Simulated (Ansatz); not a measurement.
**C2H5Sn radical: up Jacob's ladder to CCSD(T)**

An exercise on one series of results from a longer session: the logs are not shown, and one member is left open.

Method: functionals in def2-TZVPP, the program's frozen cores in correlated methods; program: Ansatz 0.2.0, Gaussian basis.

The runs, in order: LDA (SPW92), PBE-D4, revPBE-D4, BLYP-D4, r2SCAN-D4, B97M-V, PBE0-D4, B3LYP-D4, r2SCANh-D4, r2SCAN0-D4, HSE06-D4, BHLYP-D4, CAM-B3LYP-D4, LC-ωPBE, ωB97X-V, ωB97M-V, B2PLYP, PBE-QIDH; CCSD(T)/def2-SVP; CCSD(T)/def2-TZVPP; MP2/def2-QZVPP; extrapolation to the limit; RPA on PBE.

## Structure used throughout

An earlier PBE0-D4 in a triple-zeta def2 set relaxation fixed the geometry. Sn takes the def2 core potential; no spin-orbit term is included.

SMILES `C=[CH][SnH2]`, 8 atoms, charge 0, spin multiplicity 2.

Atoms are counted from 1 here; the program's logs count them from 0.

Bond lengths: C1–C2 1.330 Å, C1–H4 1.087 Å, C1–H5 1.088 Å, C2–Sn3 2.125 Å, C2–H6 1.088 Å, Sn3–H7 1.720 Å, Sn3–H8 1.720 Å. Angles: C2–C1–H4 122.4°, C2–C1–H5 121.8°, H4–C1–H5 115.8°, C1–C2–Sn3 122.8°, C1–C2–H6 119.1°, Sn3–C2–H6 118.1°, C2–Sn3–H7 107.9°, C2–Sn3–H8 110.6°, H7–Sn3–H8 110.3°.

Set-up of the first run:

The input, in.yaml:

```yaml
crystal:
  periodic: [false, false, false]
  atoms:
    - {symbol: C, position_ang: [-0.617031, 1.072006, -0.685365]}
    - {symbol: C, position_ang: [-0.218251, 0.507117, 0.450881]}
    - {symbol: Sn, position_ang: [1.173898, -1.097254, 0.511521]}
    - {symbol: H, position_ang: [-0.274099, 0.728242, -1.657432]}
    - {symbol: H, position_ang: [-1.317165, 1.904461, -0.696936]}
    - {symbol: H, position_ang: [-0.583977, 0.903261, 1.395461]}
    - {symbol: H, position_ang: [1.230889, -1.808859, -1.053699]}
    - {symbol: H, position_ang: [0.697937, -2.265974, 1.679769]}
basis:
  gaussian: {orbitals: def2-TZVPP}
magnetization: {spin_polarized: true, initial_magnetization: 1}
hamiltonian: {xc: lda}
output: {orbitals: {seedname: orbitals}}
```

Among the steps run: LDA; PBE-D4 (GGA); revPBE-D4 (GGA); BLYP-D4 (GGA); r2SCAN-D4 (meta-GGA); B97M-V (meta-GGA); PBE0-D4 (hybrid); B3LYP-D4 (hybrid); r2SCANh-D4 (hybrid); r2SCAN0-D4 (hybrid); HSE06-D4 (hybrid); BHLYP-D4 (hybrid); CAM-B3LYP-D4 (range-separated); LC-ωPBE-D4 (range-separated; the results give it without D4); ωB97X-V (range-separated); ωB97M-V (range-separated); B2PLYP (double hybrid); PBE-QIDH (double hybrid).

One of the session's tables, all rows but one given; the rest of the session is left out.

It belongs to the step «Orbital energies across the functionals». 

| functional | HOMO (eV) | LUMO (eV) | gap (eV) |
| --- | --- | --- | --- |
| LDA (SPW92) | ? | ? | ? |
| PBE-D4 | -4.78 | -3.74 | 1.04 |
| revPBE-D4 | -4.75 | -3.61 | 1.14 |
| BLYP-D4 | -4.59 | -3.77 | 0.82 |
| r2SCAN-D4 | -5.10 | -3.39 | 1.71 |
| B97M-V | -4.89 | -3.93 | 0.96 |
| PBE0-D4 | -5.76 | -2.86 | 2.90 |
| B3LYP-D4 | -5.52 | -3.25 | 2.27 |
| r2SCANh-D4 | -5.46 | -3.08 | 2.38 |
| r2SCAN0-D4 | -6.01 | -2.63 | 3.37 |
| HSE06-D4 | -5.37 | -3.23 | 2.14 |
| BHLYP-D4 | -6.56 | -2.11 | 4.45 |
| CAM-B3LYP-D4 | -6.91 | -2.02 | 4.90 |
| LC-ωPBE | -8.25 | -0.64 | 7.61 |
| ωB97X-V | -7.78 | -1.03 | 6.75 |
| ωB97M-V | -7.73 | -1.19 | 6.54 |

Estimate the missing values for LDA (SPW92).

As computed: HOMO (eV): -4.83; LUMO (eV): -4.08; gap (eV): 0.76. In the column «HOMO (eV)» it lies between B97M-V (-4.89) and PBE-D4 (-4.78).
